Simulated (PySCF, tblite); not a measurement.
# CH₁₁NSi₃: geometry, infrared bands and NMR shifts

Wanted: the infrared bands and NMR shifts of CH₁₁NSi₃ (`C[SiH2]N[SiH2][SiH3]`), by calculation.

The runs use tblite 0.8.0 and PySCF 2.14.0, with density-fitted response routines of our own; the level of theory stands in each step. All values are computed, except where a source is named. Atoms are numbered from 0 throughout.

## 1. The molecule as given

16 atoms, charge 0, multiplicity 1; geometry from: force field or distance geometry start.

Bonds of the start (Å): C0–Si1 1.84, Si1–N2 1.78, N2–Si3 1.76, Si3–Si4 2.24, C0–H5 1.10, C0–H6 1.13, C0–H7 1.10, Si1–H8 1.46, Si1–H9 1.49, N2–H10 1.03, Si3–H11 1.45, Si3–H12 1.48, Si4–H13 1.48, Si4–H14 1.47, Si4–H15 1.46.

## 2. Geometry optimisation with GFN2-xTB

What the job is given:

```
{"job": {"kind": "relax", "xc": "GFN2-xTB", "basis": "xTB"}, "charge": 0, "multiplicity": 1}
C     -2.578200    -0.244100    -0.516900
Si    -1.419100     0.344000     0.791300
N      0.078800    -0.600100     0.936900
Si     1.096400    -0.635200    -0.495300
Si     2.824800     0.741200    -0.115500
H     -2.017700    -0.574400    -1.398200
H     -3.218200     0.641100    -0.805200
H     -3.275800    -0.997800    -0.117200
H     -1.132300     1.746700     0.515800
H     -2.121500     0.208700     2.103500
H      0.019500    -1.459000     1.493900
H      0.433900    -0.283700    -1.738900
H      1.687500    -1.988100    -0.625300
H      4.050800    -0.039900     0.168700
H      2.489800     1.552800     1.062300
H      3.073700     1.596500    -1.271400
```

Launch:

```sh
OMP_NUM_THREADS=1 python probes_run.py task.json out
```

The driver reads the jobs from task.json and runs them one after another.

**Question.** This job is followed by: GFN2-xTB harmonic vibrations, gas phase; GIAO PBE0/pcSseg-1 NMR shielding, non-relativistic, gas phase. Predict these results of the whole session: strongest single infrared mode (GFN2-xTB); zero-point energy (GFN2-xTB); 13C shifts against TMS (PBE0/pcSseg-1); 1H shifts against TMS (PBE0/pcSseg-1, means over atoms taken as alike); 29Si shifts against TMS (PBE0/pcSseg-1); 15N shifts against NH3 (PBE0/pcSseg-1).

**Answer**, as computed:

| quantity | value |
| --- | --- |
| strongest single infrared mode (GFN2-xTB) | 2208 cm⁻¹, 564 km/mol |
| zero-point energy (GFN2-xTB) | 68.1 kcal/mol |
| 13C shifts against TMS (PBE0/pcSseg-1) | -5.8 ppm |
| 1H shifts against TMS (PBE0/pcSseg-1, means over atoms taken as alike) | 5.15, 5.00, 3.44, 0.36, -0.90 ppm |
| 29Si shifts against TMS (PBE0/pcSseg-1) | -30.8, -53.4, -116.9 ppm |
| 15N shifts against NH3 (PBE0/pcSseg-1) | -8.2 ppm |

Over 209 steps the energy fell by 0.492 eV; of the close pairs, Si3–Si4 changed most, 2.242 to 2.306 Å. The lowest mode is slightly imaginary (9i cm⁻¹), a soft motion within the noise of the Hessian, so the minimum is not strictly shown. The strongest single mode, at 2208 cm⁻¹, moves mainly H15. GFN2-xTB is a fitted tight-binding method: band positions and strengths are rough. Its intensities can rank the bands wrongly. At PBE0/pcSseg-1: The largest span, 124 ppm, is at Si3, where the paramagnetic term is -478 ppm.
